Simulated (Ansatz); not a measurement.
**F2H2MoO3: how energies converge with the basis set**

One table from this session's results is given with a row withheld; the runs are named, their logs left out.

Program: Ansatz 0.2.0, Gaussian basis. Level of theory: one geometry, several basis sets. These are calculated values, not measurements.

The runs, in order: PBE0-D4/def2-SVP; ωB97M-V/def2-SVP; PBE0-D4/def2-QZVPP; ωB97M-V/def2-QZVPP; the functionals' def2-TZVPP values are taken from earlier runs.

## The relaxed structure

All runs share one geometry, relaxed beforehand with PBE0-D4 in a triple-zeta def2 set. Mo takes the def2 core potential; no spin-orbit term is included.

SMILES `[O]=[Mo]([OH])([OH])([F])[F]`, 8 atoms, charge 0, spin multiplicity 1.

Atoms are counted from 1 here; the program's logs count them from 0.

Bond lengths: O1–Mo2 1.649 Å, Mo2–O3 1.873 Å, Mo2–O4 1.870 Å, Mo2–F5 1.864 Å, Mo2–F6 1.844 Å, O3–H7 0.962 Å, O4–H8 0.962 Å. Angles: O1–Mo2–O3 109.5°, O1–Mo2–O4 98.9°, O1–Mo2–F5 112.4°, O1–Mo2–F6 104.0°, O3–Mo2–O4 90.3°, O3–Mo2–F5 138.0°, O3–Mo2–F6 85.0°, O4–Mo2–F5 85.5°, O4–Mo2–F6 156.9°, F5–Mo2–F6 83.0°, Mo2–O3–H7 119.9°, Mo2–O4–H8 125.3°.

Set-up of the first run:

Input file in.yaml:

```yaml
crystal:
  periodic: [false, false, false]
  atoms:
    - {symbol: O, position_ang: [-1.425687, -0.464781, 1.225327]}
    - {symbol: Mo, position_ang: [-0.363587, 0.268395, 0.198350]}
    - {symbol: O, position_ang: [1.380572, 0.060497, 0.847701]}
    - {symbol: O, position_ang: [-0.095763, -1.144206, -0.998143]}
    - {symbol: F, position_ang: [-1.219451, 1.117535, -1.223633]}
    - {symbol: F, position_ang: [-0.228568, 1.988265, 0.850896]}
    - {symbol: H, position_ang: [1.762344, -0.819521, 0.922051]}
    - {symbol: H, position_ang: [0.282442, -1.063185, -1.878452]}
basis:
  gaussian: {orbitals: def2-SVP}
hamiltonian: {xc: pbe0, dispersion: d4}
output: {orbitals: {seedname: orbitals}}
```

Started as:

```sh
> ansatz run in.yaml --threads 4 --pin off --events-out ev --progress --plain --max-ram 10444MiB
```

Steps of the session up to this table: PBE0-D4 in def2-SVP; ωB97M-V in def2-SVP; PBE0-D4 in def2-QZVPP; ωB97M-V in def2-QZVPP.

One table of the session follows, with a row left open; its other results are not shown here.

It belongs to the step «Density functionals: the series». 

| functional | basis | HOMO (eV) | LUMO (eV) |
| --- | --- | --- | --- |
| PBE0-D4 | def2-SVP | -9.77 | -4.05 |
| PBE0-D4 | def2-TZVPP | -9.80 | -4.01 |
| PBE0-D4 | def2-QZVPP | -9.82 | -4.01 |
| ωB97M-V | def2-SVP | ? | ? |
| ωB97M-V | def2-TZVPP | -12.18 | -1.81 |
| ωB97M-V | def2-QZVPP | -12.20 | -1.82 |

**Question.** Estimate the row for ωB97M-V, def2-SVP.

As computed: HOMO (eV): -12.12; LUMO (eV): -1.84. In the column «HOMO (eV)» it lies between ωB97M-V, def2-TZVPP (-12.18) and PBE0-D4, def2-QZVPP (-9.82).
